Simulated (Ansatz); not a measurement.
# BeZn2Se3: the cost of one run

Method: DFT PBE, scalar-relativistic, plane waves, PAW, in Ansatz 0.2.0.

### 1 The system as given

The structure is hexagonal, space group P6/mmm (No. 191). The conventional cell has a = 5.957 Å, b = 5.957 Å, c = 3.453 Å, α = 90.00°, β = 90.00°, γ = 120.00°. Be (site symmetry 6/mmm) has 6 Zn at 3.44 Å and 12 Se at 3.44 Å and 2 Be at 3.45 Å as nearest neighbours. Zn (site symmetry -6m2) is surrounded by 6 Se at 2.44 Å. Se (site symmetry mmm) has 4 Zn at 2.44 Å and 4 Se at 2.98 Å and 4 Be at 3.44 Å as nearest neighbours.

As a file:

```xyz
6
Lattice="5.9567 0.0000 0.0000 -2.9783 5.1586 0.0000 0.0000 0.0000 3.4526" Properties=species:S:1:pos:R:3 pbc="T T T"
Be    0.0000    0.0000    0.0000
Zn    0.0000    3.4391    0.0000
Zn    2.9783    1.7195    0.0000
Se    2.9783    0.0000    1.7263
Se    1.4892    2.5793    1.7263
Se   -1.4892    2.5793    1.7263
```

The cell is invented: species swapped into a database cell of GdCo3B2 (P6/mmm, No. 191), with Be on the Gd sites, Se on the Co sites and Zn on the B sites. Lengths come from tabulated atomic sizes and are only a guess.

### 2 Probe: one point on a coarse mesh

The input, input.yaml:

```yaml
crystal:
  lattice:
    - [5.95669579, 0.0, 0.0]
    - [-2.97834789, 5.15864987, 0.0]
    - [0.0, 0.0, 3.45261879]
  atoms:
    - { symbol: Be, position: [0.0, 0.0, 0.0] }
    - { symbol: Zn, position: [0.33333333, 0.66666667, 0.0] }
    - { symbol: Zn, position: [0.66666667, 0.33333333, 0.0] }
    - { symbol: Se, position: [0.5, 0.0, 0.5] }
    - { symbol: Se, position: [0.5, 0.5, 0.5] }
    - { symbol: Se, position: [0.0, 0.5, 0.5] }
basis:
  ecutwfc: 420
kpoints:
  mp_grid: { grid: [3, 3, 6] }
hamiltonian:
  xc: pbe
scf:
  occupations: { method: gaussian, width: 0.1 }
  lower_state_search: "off"
output:
  forces: true
  stress: true
  eigenvalues: true
```

The run is started by

```
> ansatz run input.yaml --threads 1 --pin off --max-ram 2560MiB --backend cpu --events-out ev --progress --plain --runs-dir out
```

What time and memory should one allow on 1 thread of Intel Xeon at 2.70GHz, shared host?

About 3.9 s, with a peak of 0.41 GiB.
